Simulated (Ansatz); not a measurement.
# CdSe (zincblende type): how the settings move a single-point run

Question: which choices in the input matter for CdSe (zincblende type)?

Program: Ansatz 0.2.0. Level of theory: reference: DFT, LDA, PAW with Ansatz's default frozen-core files, scalar-relativistic. These are calculated values, not measurements.

## 1. The structure to begin with

Symmetry: F-43m, No. 216, cubic system. Conventional cell: a = 4.923 Å, b = 4.923 Å, c = 4.923 Å, α = 90.00°, β = 90.00°, γ = 90.00°. Around Cd (site symmetry -43m) lie 4 Se at 2.13 Å. Around Se (site symmetry -43m) lie 4 Cd at 2.13 Å.

Structure file:

```
Cd Se
1.0
     0.00000    2.46155    2.46155
     2.46155    0.00000    2.46155
     2.46155    2.46155    0.00000
Cd Se
1 1
Direct
  0.00000 0.00000 0.00000
  0.25000 0.25000 0.25000
```

## 2. Baseline

Input file input.yaml:

```yaml
crystal:
  lattice:
    - [0.0, 2.4615504538, 2.4615504538]
    - [2.4615504538, 0.0, 2.4615504538]
    - [2.4615504538, 2.4615504538, 0.0]
  atoms:
    - { symbol: Cd, position: [0.0, 0.0, 0.0] }
    - { symbol: Se, position: [0.25, 0.25, 0.25] }
kpoints:
  mp_grid: { grid: [11, 11, 11] }
  band_path:
    path:
      - [0.0, 0.0, 0.0]
      - [-0.5, -0.5, 0.0]
      - [-0.375, -0.375, 0.25]
      - [-0.375, 0.0, 0.375]
      - [0.0, 0.0, 0.0]
      - [0.0, 0.0, 0.5]
      - [-0.5, -0.25, 0.25]
      - [-0.5, -0.5, 0.0]
    npoints: 8
scf:
  occupations: { method: fermi_dirac, width: 0.05 }
hamiltonian:
  xc: lda
  pseudopotentials: { kind: paw }
output:
  forces: true
  stress: true
  eigenvalues: true
  populations: true
  dos: { projected: true, de: 0.2, e_range: [-14, 8] }
```

Run with:

```bash
ansatz run input.yaml --threads 1 --pin off --max-ram 2048MiB --backend cpu --events-out ev --progress --plain --runs-dir out
```

## 3. Changed: occupations.width 0.3, chi_scale 0.3

Changes to input.yaml since step 2:

```diff
@@ -22,3 +22,4 @@
 scf:
-  occupations: { method: fermi_dirac, width: 0.05 }
+  occupations: { method: fermi_dirac, width: 0.3 }
+  initial_density: { chi_scale: 0.3 }
 hamiltonian:
@@ -31,2 +32 @@
   populations: true
-  dos: { projected: true, de: 0.2, e_range: [-14, 8] }
```

What does the calculation give? Wanted: for each run, ending; energy change; pressure; gap; force.

As calculated:

```tsv
run	ending	energy change	pressure (GPa)	gap (eV)	force (eV/Å)	cycles	time
reference	converged	0	139.6	1.07	0.00	6	6.4 s
1: occupations.width 0.3, chi_scale 0.3	converged	+2.2 meV/atom (σ→0)	139.6	1.08	0.00	8	7.6 s
```

Times don't compare one to one where runs were asked for different outputs or read a saved state (see the inputs); cycles may leave out searches for a lower state.

Residual by cycle in the longest SCF loop of each run; runs are numbered as in the table. The quantity is the density residual dr2, in eV.

```tsv
cycle	reference	run 1
1	0.0116	12.4
2	0.00124	3.06
3	1.5e-4	0.0331
4	4.6e-6	4.9e-4
5	1.5e-7	3.1e-5
6	4.2e-9	1.5e-5
7	-	2.4e-7
8	-	1.3e-9
```

**Reading.** Changing the smearing and start moves the energy by +2.2 meV/atom (σ→0 values). The structure is not at rest: the sound run finds 140 GPa, so these are no properties of the relaxed crystal. 
